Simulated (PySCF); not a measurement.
**TlH: from the state search to spectroscopic constants**

What are the lowest state that PBE0 finds, the bond length, vibrational wavenumber and bond energy of TlH, and how much do these hang on the method?

Computed with PySCF 2.14.0. Level: Tl def2-SVP with ECP60, H def2-SVP, scalar-relativistic core potentials.

## Step 1: The job

Settings of the job:

```
atoms                         : Tl, H
charge                        : 0
basis                         : Tl def2-SVP with ECP60, H def2-SVP
Hamiltonian                   : scalar-relativistic core potentials
basis functions               : 31
electrons treated             : 22
masses in u                   : 204.9744, 1.0078
levels                        : PBE0, PBE, r²SCAN, B97-3, M06-L, B2PLYP, ωB97X, HF, MP2, SCS-MP2, CCSD, CCSD(T)
grid                          : 80 radial by 434 angular points
occupations                   : held fixed by the projection of orbital angular momentum
dissociation limit            : Tl + H, each in its ground configuration
starting distance in angstrom : 1.750
values of 2S to try           : 0, 2
```

Command:

```console
$ OMP_NUM_THREADS=1 python dia.py task.json out
```

The runs that follow: The PBE0 curve of the state that the search chose; Other states along the same grid; PBE; r²SCAN; B97-3 (global hybrid GGA); M06-L; B2PLYP (double hybrid); ωB97X (range-separated hybrid); RHF; Adding correlation.

Q: Predict the outcome of this session. Wanted: for each run, Re; ωe; De; μ.

As calculated:

Lowest PBE0 solution found, without spin–orbit coupling: ¹Σ⁺ (singlet), closed shell. State 2 has its PBE0 minimum 2.27 eV higher. The other levels ran on the lowest alone.

| level | Re (Å) | ωe (cm⁻¹) | De (eV) | μ (D) |
| --- | --- | --- | --- | --- |
| RHF | 1.907 | 1419 | 1.59 | -1.09 |
| RHF-MP2 | 1.887 | 1428 | 2.20 | n/a |
| RHF-SCS-MP2 | 1.896 | 1410 | 2.28 | n/a |
| RHF-CCSD | 1.904 | 1373 | 2.35 | n/a |
| RHF-CCSD(T) | 1.905 | 1366 | 2.37 | n/a |
| PBE | 1.943 | 1315 | 2.51 | -1.32 |
| r²SCAN | 1.921 | 1368 | 2.51 | -1.26 |
| M06-L | 1.953 | 1318 | 2.68 | -1.66 |
| PBE0 | 1.917 | 1375 | 2.46 | -1.24 |
| B97-3 | 1.932 | 1343 | 2.54 | -1.40 |
| ωB97X | 1.907 | 1409 | 2.66 | -1.16 |
| B2PLYP | 1.914 | 1378 | 2.46 | -1.21 |

De is counted to Tl + H in their ground configurations. A positive dipole means Tl(−)H(+).

Differences from CCSD(T) in the same basis:

| level | Re (mÅ) | ωe (%) |
| --- | --- | --- |
| RHF | +2 | +3.9 |
| RHF-MP2 | -18 | +4.5 |
| RHF-SCS-MP2 | -9 | +3.2 |
| RHF-CCSD | -1 | +0.5 |
| PBE | +38 | -3.7 |
| r²SCAN | +16 | +0.2 |
| M06-L | +48 | -3.5 |
| PBE0 | +13 | +0.7 |
| B97-3 | +27 | -1.7 |
| ωB97X | +2 | +3.1 |
| B2PLYP | +9 | +0.8 |

What this shows: Against CCSD(T) in the same basis, the bond length is nearest at RHF-CCSD (-1 mÅ) and farthest at M06-L (+48 mÅ); the wavenumber is nearest at r²SCAN (+0.2 %) and farthest at RHF-MP2 (+4.5 %). PBE gives a bond that is too long and too soft, as GGAs tend to. CCSD(T) in a basis this small is itself some way from its limit, more so than the functionals. Of the levels with a De here, RHF gives the least (1.59 eV) and M06-L the most (2.68 eV).

Correlated steps freeze 4 core orbitals. These are scalar-relativistic numbers at best; spin–orbit coupling would shift them, the dissociation energy most. B2PLYP dipoles, levels and charges come from its SCF part alone.
